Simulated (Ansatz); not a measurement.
# C₂H₄GaNS: up Jacob's ladder to CCSD(T)

An exercise on one series of results from a longer session: the logs are not shown, and one member is left open.

Program: Ansatz 0.2.0, Gaussian basis. Level of theory: functionals in def2-TZVPP, the program's frozen cores in correlated methods. These are calculated values, not measurements.

Levels to be run: PBE-D4, r2SCAN-D4, PBE0-D4, B3LYP-D4, ωB97X-V, ωB97M-V, B2PLYP; CCSD(T)/def2-TZVPP; MP2/def2-QZVPP; extrapolation to the limit.

## The geometry

An earlier PBE0-D4 in a triple-zeta def2 set relaxation fixed the geometry.

9 atoms, charge 0, spin multiplicity 1.

Atoms are counted from 1 here; the program's logs count them from 0.

Bond lengths: S1–Ga2 2.317 Å, S1–H6 1.345 Å, C3–C4 1.454 Å, C3–N5 1.531 Å, C3–H7 1.086 Å, C3–H8 1.087 Å, C4–N5 1.241 Å, C4–H9 1.083 Å. Angles: Ga2–S1–H6 91.9°, C4–C3–N5 49.1°, C4–C3–H7 121.1°, C4–C3–H8 121.0°, N5–C3–H7 115.7°, N5–C3–H8 115.6°, H7–C3–H8 115.9°, C3–C4–N5 68.7°, C3–C4–H9 150.8°, N5–C4–H9 140.5°, C3–N5–C4 62.2°.

Set-up of the first run:

in.yaml reads:

```yaml
crystal:
  periodic: [false, false, false]
  atoms:
    - {symbol: S, position_ang: [-0.162262, 2.379214, -0.401090]}
    - {symbol: Ga, position_ang: [1.362004, 0.950019, -1.401638]}
    - {symbol: C, position_ang: [0.269723, -1.407821, 0.232144]}
    - {symbol: C, position_ang: [-0.865952, -0.658126, 0.743319]}
    - {symbol: N, position_ang: [-0.845584, -1.812589, 1.199066]}
    - {symbol: H, position_ang: [0.290161, 3.428557, -1.109922]}
    - {symbol: H, position_ang: [0.237130, -1.876551, -0.747467]}
    - {symbol: H, position_ang: [1.257009, -1.298747, 0.673690]}
    - {symbol: H, position_ang: [-1.453728, 0.249742, 0.794697]}
basis:
  gaussian: {orbitals: def2-TZVPP}
hamiltonian: {xc: pbe, dispersion: d4}
output: {forces: true, orbitals: {seedname: orbitals}}
```

Run with:

```
$ ansatz run in.yaml --threads 4 --pin off --events-out ev --progress --plain --max-ram 10444MiB
```

Steps of the session up to this table: PBE-D4 (GGA); r2SCAN-D4 (meta-GGA); PBE0-D4 (hybrid); B3LYP-D4 (hybrid); ωB97X-V (range-separated); ωB97M-V (range-separated); B2PLYP (double hybrid); CCSD(T) in def2-TZVPP; MP2 in def2-QZVPP.

One of the session's tables, all rows but one given; the rest of the session is left out.

| method | atomisation energy (kcal/mol) |
| --- | --- |
| PBE-D4 | 775.6 |
| r2SCAN-D4 | 747.0 |
| PBE0-D4 | 751.8 |
| B3LYP-D4 | 747.1 |
| ωB97X-V | 748.3 |
| ωB97M-V | 749.4 |
| B2PLYP | 736.4 |
| HF/def2-TZVPP | 495.0 |
| MP2/def2-TZVPP | 738.1 |
| CCSD/def2-TZVPP | ? |
| CCSD(T)/def2-TZVPP | 721.4 |
| MP2/CBS | 762.2 |
| CCSD(T)/CBS | 745.5 |

**Question.** Estimate the row for CCSD/def2-TZVPP.

The run gave: atomisation energy (kcal/mol): 704.0. In the column «atomisation energy (kcal/mol)» it lies between HF/def2-TZVPP (495.0) and CCSD(T)/def2-TZVPP (721.4).
